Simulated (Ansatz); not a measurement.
NbTe:

```
Te Nb
1.0
     3.70297    0.00000    0.00000
    -1.85149    3.20687    0.00000
     0.00000    0.00000    3.69421
Te Nb
1 1
Direct
  0.66667 0.33333 0.00000
  0.00000 0.00000 0.50000
```

The cell comes from a database or a generator and needn't be the stable form of this composition.

* Program: Ansatz 0.2.0
* Task: relaxation of cell and atoms
* Functional: PBEsol
* Potentials or basis: Ansatz PAW
* Cutoff: 420 eV (not typed: the program's choice for these potentials)
* k mesh: 8 × 8 × 7
* Occupations: fermi-dirac, width 0.05 eV
* Spin: no spin polarisation

At the start: volume 21.93 Å³/atom.

Q: Where does the relaxation end?

A: It ends after 5 steps and the volume is 20.96 Å³/atom (-4.4 %); space group P-6m2 (No. 187, to 0.05 Å).

Step by step:
| step | energy change (eV) | largest force (eV/Å) | volume (Å³) |
| --- | --- | --- | --- |
| 1 | 0.0000 | 0.0000 | 43.87 |
| 2 | -0.0326 | 0.0000 | 42.19 |
| 3 | -0.0334 | 0.0000 | 41.90 |
| 4 | -0.0335 | 0.0000 | 41.92 |
| 5 | -0.0331 | 0.0000 | 41.92 |

Final structure:
```yaml
crystal:
  lattice:
    - [3.62988, 0.00000, 0.00000]
    - [-1.81494, 3.14357, 0.00000]
    - [0.00000, 0.00000, 3.67391]
  atoms:
    - { symbol: Te, position: [0.66667, 0.33333, 0.00000] }
    - { symbol: Nb, position: [0.00000, 0.00000, 0.50000] }
```

Caveat: the plane-wave basis is chosen anew once the cell has moved, so the energies of steps on either side of that aren't comparable; the PAW data sets come from PBE, with cores solved anew for the run's functional, which leaves a small shift of forces and pressure.
